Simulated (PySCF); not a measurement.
# W(OH)₂: relaxation and vibrations of the singlet

Where does singlet W(OH)₂ go from a PBE0 minimum start, is the end point a minimum, and what are its modes, charges and moments?

The runs use PySCF 2.14.0; PBE0, basis W def2-TZVP with ECP60, O def2-TZVP, H def2-TZVP, scalar-relativistic core potentials, no spin–orbit coupling, density fitting.

## Step 1: The starting structure

5 atoms, charge 0, spin multiplicity 1.

Bond lengths: W1–O2 1.820 Å, W1–O3 1.820 Å, O2–H4 0.953 Å, O3–H5 0.953 Å. Angles: O2–W1–O3 180.0°, W1–O2–H4 180.0°, W1–O3–H5 180.0°.

Coordinates in bohr (charge 0 multiplicity 1):
```
W     0.0000    0.0000    0.0000
O     3.4395    0.0000    0.0000
O    -3.4395    0.0000    0.0000
H     5.2404    0.0000    0.0000
H    -5.2404    0.0000    0.0000
```

## Step 2: First SCF at the start

The steps below are one call of a driver around PySCF. For each, scf.py gives the equivalent set-up of the SCF; relaxations use the driver's own optimiser. After this first run the driver tries any further starts and a stability analysis.

scf.py

```python
from pyscf import gto, scf, dft
mol = gto.M(atom='''
W      0.000000     0.000000     0.000000
O      1.820100    -0.000000     0.000000
O     -1.820100     0.000000     0.000000
H      2.773120    -0.000000     0.000000
H     -2.773120     0.000000     0.000000''',
    basis={'W': 'def2-TZVP', 'O': 'def2-TZVP', 'H': 'def2-TZVP'},
    ecp={'W': 'def2-TZVP'},
    charge=0, spin=0)
mf = dft.RKS(mol, xc='PBE0')
mf.grids.atom_grid = (50, 194)
aux = {'W': 'def2-universal-JKFIT', 'O': 'def2-universal-JKFIT', 'H': 'def2-universal-JKFIT'}
mf = mf.density_fit(auxbasis=aux)
mf.conv_tol = 1e-08
mf.diis_space = 10
mf.max_cycle = 60
mf.init_guess = 'minao'
mf.verbose = 4
mf.kernel()
```

Launch:

```sh
OMP_NUM_THREADS=4 python axn.py task.json out
```

Standard output:

```text
init E= -199.269459263221
cycle= 1 E= -218.369358125344  delta_E= -19.1  |g|= 1.18  |ddm|=  9.1
  HOMO = -0.198592895474786  LUMO = -0.145872184257218  gap/eV = 1.43460
cycle= 2 E= -217.416391616824  delta_E= 0.953  |g|= 2.47  |ddm|= 1.81
  HOMO = -0.141806359779817  LUMO = -0.0415089567868456  gap/eV = 2.72923
cycle= 3 E= -218.58490858804  delta_E= -1.17  |g|= 0.284  |ddm|= 1.53
  HOMO = -0.211138488018388  LUMO = -0.108153152491916  gap/eV = 2.80237
cycle= 4 E= -218.604345211147  delta_E= -0.0194  |g|= 0.0985  |ddm|= 0.525
  HOMO = -0.191625138619455  LUMO = -0.0883572637026369  gap/eV = 2.81006
cycle= 5 E= -218.606715146985  delta_E= -0.00237  |g|= 0.0129  |ddm|= 0.139
  HOMO = -0.192041901832999  LUMO = -0.0887204618634065  gap/eV = 2.81152
cycle= 6 E= -218.606745173955  delta_E= -3e-05  |g|= 0.00178  |ddm|= 0.0117
  HOMO = -0.191655778567903  LUMO = -0.0883206313953728  gap/eV = 2.81189
cycle= 7 E= -218.606745933468  delta_E= -7.6e-07  |g|= 0.000225  |ddm|= 0.00179
  HOMO = -0.191704290988886  LUMO = -0.0883638181995678  gap/eV = 2.81204
cycle= 8 E= -218.606745948185  delta_E= -1.47e-08  |g|= 3.67e-05  |ddm|= 0.000455
  HOMO = -0.191704666626061  LUMO = -0.0883639966586749  gap/eV = 2.81204
cycle= 9 E= -218.606745948469  delta_E= -2.84e-10  |g|= 1.91e-06  |ddm|= 4.82e-05
  HOMO = -0.191704596411025  LUMO = -0.0883639617013827  gap/eV = 2.81204
Extra cycle  E= -218.606745948468  delta_E= 2.27e-13  |g|= 3.02e-06  |ddm|= 5.67e-06
converged SCF energy = -218.606745948468
```

This step, with its further starts and checks, ran for 3.7 s (4 threads of Arm Neoverse V1, shared host).

No lower closed-shell solution turned up in the test of internal stability.

## Step 3: PBE0 minimum start, singlet: relaxation

The program finds D∞h symmetry in the start, which this walk keeps. Threshold on the gradient: 0.0003 Eh/bohr, with a further test on the energy change.

Changes to scf.py since step 2:

```diff
@@ -4 +4 @@
-O      1.820100    -0.000000     0.000000
+O      1.820100     0.000000     0.000000
@@ -6 +6 @@
-H      2.773120    -0.000000     0.000000
+H      2.773120     0.000000     0.000000
@@ -18 +17,0 @@
-mf.init_guess = 'minao'
```

Steps of the walk:

```
step  energy (Eh)  change (kJ/mol)  largest symmetric gradient (Eh/bohr)
   0  -218.606746             0.00                               0.00006
```

The walk took 1.4 s.

After 0 steps and 0.0 kJ/mol it ends at D∞h: O–H 0.953 Å (×2), W–O 1.820 Å (×2); H–O–W 180.0° (×2), O–W–O 180.0°.

## Step 4: Frequencies

The point is checked on the finer grid, and tightened if its gradient asks for it. The Hessian and the dipole derivatives come from central differences of analytic gradients, with steps of 0.02 bohr.

Changes to scf.py since step 3:

```diff
@@ -12 +12 @@
-mf.grids.atom_grid = (50, 194)
+mf.grids.atom_grid = (75, 302)
@@ -15 +15 @@
-mf.conv_tol = 1e-08
+mf.conv_tol = 1e-10
```

This SCF starts from the last density.

SCF at the final geometry:

```text
init E= -218.606700485134
  HOMO = -0.191705301940359  LUMO = -0.0883664532713588  gap/eV = 2.81199
cycle= 1 E= -218.606700485133  delta_E= 9.66e-13  |g|= 3.64e-06  |ddm|= 4.98e-06
  HOMO = -0.1917058841641  LUMO = -0.0883670305856619  gap/eV = 2.81199
Extra cycle  E= -218.60670048513  delta_E= 3.07e-12  |g|= 5.56e-06  |ddm|= 5.12e-06
converged SCF energy = -218.60670048513
```

The whole step took 28 s.

Geometry: D∞h; O–H 0.953 Å (×2), W–O 1.820 Å (×2); H–O–W 180.0° (×2), O–W–O 180.0°.

Modes, for the most abundant isotopes:

```tsv
symmetry	ω (cm⁻¹)	IR (km/mol)	μ (u)
πu	34	115	2.38
πu	460	257	1.62
πg	485	0.0	1.14
σu+	770	229	9.85
σg+	824	0.0	8.26
σu+	3994	703	1.07
σg+	3999	0.0	1.07
```

Every mode is real; the point is a minimum.

Properties at this point:

- Dipole moment: 0.00 D
- Highest occupied level: -5.22 eV
- Lowest empty level: -2.40 eV
- Rotational constants: 0.1388 cm⁻¹
- Zero-point energy: 69.1 kJ/mol
- Principal polarisabilities: 59.1, 59.1, 61.2 bohr³
- Atomisation energy without zero-point energy: 1726 kJ/mol
- Principal traceless quadrupole moments about the centre of mass: -9.16, -9.16, 18.32 D Å
- Entropy at 298.15 K and 1 bar: 300.1 J/(mol K)
- Heat capacity Cp at 298.15 K: 73.1 J/(mol K)
- Enthalpy at 298.15 K above 0 K: 16.23 kJ/mol
- Rotational symmetry number: 2

Populations by atom (charges in e):

| atom | Mulliken | Löwdin | polar tensor | Mayer order to W1 |
| --- | --- | --- | --- | --- |
| W1 | 0.48 | 0.26 | 0.66 | – |
| O2,3 | -0.59 | -0.30 | -0.70 | 1.20 |
| H4,5 | 0.35 | 0.17 | 0.37 | 0.02 |

Mulliken populations on W1 (outside its core potential): s 3.52, p 6.23, d 3.67, f 0.11.

## Step 5: A spin-polarised start

A stability analysis found the closed shell of the lowest minimum unstable towards spin polarisation, so the unrestricted solution is followed.

The program finds D∞h symmetry in the start, which may break.

Changes to scf.py since step 4:

```diff
@@ -11,2 +11,2 @@
-mf = dft.RKS(mol, xc='PBE0')
-mf.grids.atom_grid = (75, 302)
+mf = dft.UKS(mol, xc='PBE0')
+mf.grids.atom_grid = (50, 194)
@@ -15 +15 @@
-mf.conv_tol = 1e-10
+mf.conv_tol = 1e-08
```

Energy and gradient, step by step:

```
step  energy (Eh)  change (kJ/mol)  largest gradient (Eh/bohr)
   0  -218.631518             0.00                     0.00111
   1  -218.631520            -0.01                     0.00027
```

The walk took 4.4 s.

It settles in D∞h symmetry, 0.0 kJ/mol below the start, after 1 steps: O–H 0.953 Å (×2), W–O 1.822 Å (×2); H–O–W 180.0° (×2), O–W–O 180.0°.

## Step 6: Hessian and properties

As before: finer grid, then central differences.

Changes to scf.py since step 5:

```diff
@@ -4,4 +4,4 @@
-O      1.820100     0.000000     0.000000
-O     -1.820100     0.000000     0.000000
-H      2.773120     0.000000     0.000000
-H     -2.773120     0.000000     0.000000''',
+O      1.821318    -0.000000     0.000000
+O     -1.821318     0.000000    -0.000000
+H      2.774276    -0.000000     0.000000
+H     -2.774276     0.000000    -0.000000''',
@@ -12 +12 @@
-mf.grids.atom_grid = (50, 194)
+mf.grids.atom_grid = (75, 302)
@@ -15 +15 @@
-mf.conv_tol = 1e-08
+mf.conv_tol = 1e-10
```

Log of the central SCF (cycles and frontier levels):

```text
init E= -218.631473887136
[... the frontier-level lines of each cycle are left out ...]
cycle= 1 E= -218.631473887132  delta_E= 3.58e-12  |g|= 3.94e-06  |ddm|= 2.8e-06
Extra cycle  E= -218.631473887113  delta_E= 1.91e-11  |g|= 8.21e-06  |ddm|= 5.93e-06
converged SCF energy = -218.631473887113  <S^2> = 1.0008467  2S+1 = 2.2368252
```

The whole step ran for 66 s (4 threads of Arm Neoverse V1, shared host).

Geometry: D∞h; O–H 0.953 Å (×2), W–O 1.821 Å (×2); H–O–W 180.0° (×2), O–W–O 180.0°.

Harmonic modes (main isotopes):

```csv
ω (cm⁻¹),IR (km/mol)
51,56.7
51,56.7
459,129
459,129
485,0.0
485,0.0
768,229
823,0.0
3995,697
4000,0.0
```

No imaginary mode, so this is a minimum.

Here the density breaks the symmetry of the frame, and no labels are given; pairs that should be degenerate can split.

Properties at this point:

* Dipole moment: 0.00 D
* Highest occupied level: -5.47 eV
* Lowest empty level: -1.70 eV
* Rotational constants: 0.1386 cm⁻¹
* Zero-point energy: 69.2 kJ/mol
* Principal polarisabilities: 58.8, 58.8, 61.3 bohr³
* Atomisation energy without zero-point energy: 1791 kJ/mol
* Principal traceless quadrupole moments about the centre of mass: -9.04, -9.04, 18.08 D Å
* Entropy at 298.15 K and 1 bar: 293.2 J/(mol K)
* Heat capacity Cp at 298.15 K: 73.1 J/(mol K)
* Enthalpy at 298.15 K above 0 K: 16.05 kJ/mol
* Rotational symmetry number: 2
* Spin squared ⟨S²⟩: 1.001

Populations by atom (charges in e):

```
atom  Mulliken  Löwdin  polar tensor  spin (Mulliken)  Mayer order to W1
  W1      0.49    0.26          0.67             0.00                  –
O2,3     -0.59   -0.30         -0.71             0.00               1.20
H4,5      0.35    0.17          0.37             0.00               0.02
```

Outer orbital energies (eV). α occupied: -16.78, -14.02, -11.16, -11.16, -10.15, -10.15, -5.83, -5.47; empty: -1.70, -0.76, -0.76, 0.61. β occupied: -16.78, -14.02, -11.16, -11.16, -10.15, -10.15, -5.83, -5.47; empty: -1.70, -0.76, -0.76, 0.61.

Mulliken populations on W1 (outside its core potential): s 3.52, p 6.23, d 3.66, f 0.11.

## Step 7: All stationary points

| spin | group | bonds | imaginary modes (cm⁻¹) | ΔE (kJ/mol) | with zero-point energy |
| --- | --- | --- | --- | --- | --- |
| broken-symmetry (Ms = 0) | D∞h (density of lower symmetry) | O–H 0.953 Å (×2), W–O 1.821 Å (×2) | none | 0.0 | 0.0 |
| singlet | D∞h | O–H 0.953 Å (×2), W–O 1.820 Å (×2) | none | 65.0 | 64.9 |

## Step 8: Outcome

```
                                          quantity                                                                value
                                           minimum                                        broken-symmetry (Ms = 0), D∞h
                                          geometry  O–H 0.953 Å (×2), W–O 1.821 Å (×2); H–O–W 180.0° (×2), O–W–O 180.0°
                                wavenumbers (cm⁻¹)                     51, 51, 459, 459, 485, 485, 768, 823, 3995, 4000
                                     dipole moment                                                               0.00 D
highest occupied, lowest empty level (either spin)                                                      -5.47, -1.70 eV
                         polar-tensor charge of W1                                                              +0.67 e
                                 zero-point energy                                                          69.2 kJ/mol
                               entropy at 298.15 K                                                      293.2 J/(mol K)
         atomisation energy (no zero-point energy)                                                          1791 kJ/mol
                                              ⟨S²⟩                                                                1.001
```

What this shows: The PBE0 minimum start keeps its D∞h symmetry and ends in a minimum. The determinant is spin-contaminated (⟨S²⟩ = 1.00 against 0.00), so it is no pure spin state. The strongest infrared band lies at 3995 cm⁻¹. The dipole vanishes although W1 carries +0.7 e by the polar tensor: the bond dipoles cancel. Other starts or spin states, not run here, may lie lower. The SCF density has lower symmetry than the nuclear frame. With an element this heavy the missing spin–orbit coupling can shift these numbers.

The search up to here took 1.8 min.
